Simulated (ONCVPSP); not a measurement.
# Er: generating and testing an ONCV potential

Aim: build the potential from the settings below, then test how well it stands in for the atom: other configurations, scattering, ghost states and the plane-wave cutoff that it needs.

The numbers are computed with ONCVPSP 4.0.1.1 (patched build) (LDA (Perdew-Wang 92), scalar-relativistic, spin-unpolarised reference atom).

## (1) Settings

Typed settings, in words:

- element: erbium (Er, Z = 68)
- type: optimised norm-conserving Vanderbilt (ONCV)
- frozen core: [Kr] 4d10
- valence charge: 22
- reference configuration: 4f12 5s2 5p6 6s1.5 (charge +0.5)
- partial waves: 5s+6s: rc 1.65 bohr, ncon 4, nbas 7, qcut 6.5 1/bohr, 2 projectors; 5p: rc 1.95 bohr, ncon 3, nbas 6, qcut 6.5 1/bohr, 2 projectors, debl 3 Ha; d scattering state at 0.43 Ha: rc 1.55 bohr, ncon 5, nbas 9, qcut 6.3 1/bohr, 2 projectors, debl 0.9 Ha; 4f: rc 0.90 bohr, ncon 4, nbas 8, qcut 15.5 1/bohr, 2 projectors, debl 1.9 Ha
- local potential: polynomial inside 0.60 bohr (lpopt 4, dvloc0 0 Ha)
- core correction: polynomial model core, fcfact 0.5

## (2) Generating the potential

File Er.dat:

```
# ATOM AND REFERENCE CONFIGURATION
# atsym  z   nc   nv     iexc    psfile
  Er 68.00    9    4  -001012      upf
#
#   n    l    f
    1    0    2.00
    2    0    2.00
    2    1    6.00
    3    0    2.00
    3    1    6.00
    3    2   10.00
    4    0    2.00
    4    1    6.00
    4    2   10.00
    4    3   12.00
    5    0    2.00
    5    1    6.00
    6    0    1.50
#
# PSEUDOPOTENTIAL AND OPTIMIZATION
# lmax
    3
#
#   l,   rc,      ep,       ncon, nbas, qcut
    0    1.65    0.00    4    7    6.50
    1    1.95    0.00    3    6    6.50
    2    1.55    0.43    5    9    6.30
    3    0.90    0.00    4    8   15.50
#
# LOCAL POTENTIAL
# lloc, lpopt,  rc(5),   dvloc0
    4    4    0.60    0.00
#
# VANDERBILT-KLEINMAN-BYLANDER PROJECTORs
# l, nproj, debl
    0    2    0.50
    1    2    3.00
    2    2    0.90
    3    2    1.90
#
# MODEL CORE CHARGE
# icmod, fcfact, rcfact
    1    0.50    0.00
#
# LOG DERIVATIVE ANALYSIS
# epsh1, epsh2, depsh
   -4.00    5.00    0.02
#
# OUTPUT GRID
# rlmax, drl
    6.00    0.01
#
# TEST CONFIGURATIONS
# ncnf
    4
# nvcnf
#   n    l    f
    4
    4    3   12.00
    5    0    2.00
    5    1    6.00
    6    0    2.00
#
    4
    4    3   12.00
    5    0    2.00
    5    1    6.00
    6    0    1.00
#
    4
    4    3   12.00
    5    0    2.00
    5    1    6.00
    6    0    0.00
#
    5
    4    3   12.00
    5    0    2.00
    5    1    6.00
    6    0    1.50
    5    2    0.50
#
```

Command:

```sh
$ oncvpsp.x < Er.dat > Er.out
```

**Question.** What will these runs give? Wanted: cutoffs for 1 and 0.1 mHa per electron, occupied waves; bound ghosts; GHOST(+) flags; largest phase difference near zero energy, channels read; rms error of d²Exc/dn², without and with the model core; projector energies reset by the program.

The runs gave:

| quantity | value |
| --- | --- |
| cutoffs for 1 and 0.1 mHa per electron, occupied waves | 216 Ha and 347 Ha |
| bound ghosts | s at -602.35 eV, p at -133.64 eV |
| GHOST(+) flags | d at 75 eV |
| largest phase difference near zero energy, channels read | 0.000 rad |
| rms error of d²Exc/dn², without and with the model core | 5.65 and 1.12 mHa |
| projector energies reset by the program | d: 0.050, 0.950 Ha |

**Reading.** It has a bound ghost (s, p), a state that the atom doesn't have, and that rules the file out. It counts as very hard, with 216 Ha needed at the looser tolerance. At the looser tolerance the 4f wave is the slowest; 5s needs 18 Ha. Near zero energy the phases of the channels with partial waves agree within 0.001 rad. The program also flags highly localised states, GHOST(+) (d). All of this concerns the isolated atom, not yet a solid.
